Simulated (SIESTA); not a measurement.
# NaSrHfNbO6 under changes of volume

One of the cells (13.592 Å³/atom); the others are scaled copies at fixed shape and fractional positions:

```xyz
10
Lattice="0.0000 4.0809 4.0809 4.0809 0.0000 4.0809 4.0809 4.0809 0.0000" Properties=species:S:1:pos:R:3 pbc="T T T"
Hf    0.0000    0.0000    0.0000
Nb    4.0809    4.0809    4.0809
Sr    6.1213    6.1213    6.1213
Na    2.0404    2.0404    2.0404
O     4.0809    4.0809    6.0911
O     4.0809    4.0809    2.0707
O     4.0809    6.0911    4.0809
O     4.0809    2.0707    4.0809
O     6.0911    4.0809    4.0809
O     2.0707    4.0809    4.0809
```

The cell comes from a database or a generator and needn't be the stable form of this composition.

```yaml
Program: SIESTA 5.4.2
Functional: LDA
Potentials_or_basis: PseudoDojo 0.4 standard (LDA files)
Basis: DZP (energy shift 0.003 Ry; two zetas on semicore shells; d shell added on Sr)
Grid_cutoff: 800 Ry
Energy_shift: 0.003 Ry
k_mesh: 4 × 4 × 4
Occupations: fermi-dirac, width 0.05 eV
Spin: no spin polarisation
```

```csv
volume (Å³/atom),energy over the lowest point (meV/atom),pressure (GPa),gap on the mesh (eV),largest force (eV/Å)
12.777,?,?,?,?
13.049,0.00,-1.4,2.21,0.076
13.320,5.55,-5.0,2.17,0.117
13.592,16.90,-8.3,2.13,0.156
13.864,33.44,-11.2,2.09,0.196
14.136,54.63,-13.7,2.05,0.227
14.408,79.97,-16.1,2.01,0.259
```

What does the run at 12.777 Å³/atom give?

Energy over the lowest point 0.99 meV/atom; pressure 2.6 GPa; gap on the mesh 2.25 eV; largest force 0.030 eV/Å.

Worked out: A Birch-Murnaghan fit of order 3 (a polynomial in V^(-2/3)) to the other rows has its minimum at 12.95 Å³/atom, just outside them, with B0 = V·E''(V) = 189 GPa and B' = 4.3 at fixed shape and positions, which overstates the stiffness. It gives 0.90 meV/atom at 12.777 Å³/atom, against the run's 0.99, and -dE/dV = 2.6 GPa, against 2.6. A straight line through the other rows of the gap, of slope -2.02 eV per unit of ln V (its deformation potential), extrapolates to 2.25 eV, against the run's 2.25.

Energies are extrapolated to zero smearing.

Caveats: short orbitals over semicore shells can move pressures by several GPa; spin-orbit coupling is left out, which moves the levels of the heavy elements; the basis of atomic orbitals isn't converged, which shifts pressures, moduli and gaps.

A mesh can miss the band edges.
